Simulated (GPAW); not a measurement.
The system is Al3Ag.

```
Ag Al
1.0
     4.08151    0.00000    0.00000
     0.00000    4.08151    0.00000
     0.00000    0.00000    4.08151
Ag Al
1 3
Direct
  0.00000 0.00000 0.00000
  0.50000 0.50000 0.00000
  0.50000 0.00000 0.50000
  0.00000 0.50000 0.50000
```

The cell comes from a database or a generator and needn't be the stable form of this composition.

Base run:

| Quantity | Value |
| --- | --- |
| Program | GPAW 26.7.0 |
| Functional | PBEsol |
| Potentials or basis | PAW data sets generated in the run's folder for this functional |
| Cutoff | 600 eV |
| Basis | pw |
| k mesh | 7 × 7 × 7 |
| Occupations | fermi-dirac, width 0.05 eV |
| Spin | no spin polarisation |

Its results: pressure -3.0 GPa.

Problem. The run is repeated on the same cell with these changes: functional from PBEsol to LDA; potentials or basis from PAW data sets generated in the run's folder for this functional to the program's PAW data sets (release 1.2.1) made for this functional. What comes out?

Solution. Pressure -5.3 GPa.

Not every run made on this cell is shown here.
